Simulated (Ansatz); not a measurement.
# ClFISn radical: small, medium and large basis sets

Aim: see how fast density functionals converge with the basis set for ClFISn radical.

Method: one geometry, several basis sets; program: Ansatz 0.2.0, Gaussian basis.

Levels to be run: PBE0-D4/def2-SVP; ωB97M-V/def2-SVP; PBE0-D4/def2-QZVPP; ωB97M-V/def2-QZVPP; the functionals' def2-TZVPP values are taken from earlier runs.

**1. The relaxed structure**

An earlier PBE0-D4 in a triple-zeta def2 set relaxation fixed the geometry. Sn, I take the def2 core potential; no spin-orbit term is included.

SMILES `[F][Sn]([Cl])[I]`, 4 atoms, charge 0, spin multiplicity 2.

Atoms are counted from 1 here; the program's logs count them from 0.

Bond lengths: F1–Sn2 1.920 Å, Sn2–Cl3 2.333 Å, Sn2–I4 2.701 Å. Angles: F1–Sn2–Cl3 103.2°, F1–Sn2–I4 107.0°, Cl3–Sn2–I4 111.7°.

**2. PBE0-D4 in def2-SVP**

Contents of in.yaml:

```yaml
crystal:
  periodic: [false, false, false]
  atoms:
    - {symbol: F, position_ang: [-1.114120, -0.698231, 1.333392]}
    - {symbol: Sn, position_ang: [0.134360, 0.447636, 0.430445]}
    - {symbol: Cl, position_ang: [2.007107, -0.916397, 0.160031]}
    - {symbol: I, position_ang: [-0.971848, 1.106692, -1.944168]}
basis:
  gaussian: {orbitals: def2-SVP}
magnetization: {spin_polarized: true, initial_magnetization: 1}
hamiltonian: {xc: pbe0, dispersion: d4}
output: {orbitals: {seedname: orbitals}}
```

Launch:

```bash
> ansatz run in.yaml --threads 4 --pin off --events-out ev --progress --plain --max-ram 10444MiB
```

Further steps of the session: ωB97M-V in def2-SVP; PBE0-D4 in def2-QZVPP; ωB97M-V in def2-QZVPP.

Q: Predict the results of all the runs planned. Wanted: PBE0-D4: double and triple zeta above quadruple; ωB97M-V: double and triple zeta above quadruple.

**Answer**, as computed:

```
                                       quantity          value
PBE0-D4: double and triple zeta above quadruple  9.05, 0.63 eV
ωB97M-V: double and triple zeta above quadruple  9.08, 0.60 eV
```

**Reading.** For PBE0-D4 the step from double to triple zeta gains 8.42 eV and the next only 0.63 eV. These are total energies; as a rule much of such shifts cancels in differences, which this series doesn't test.
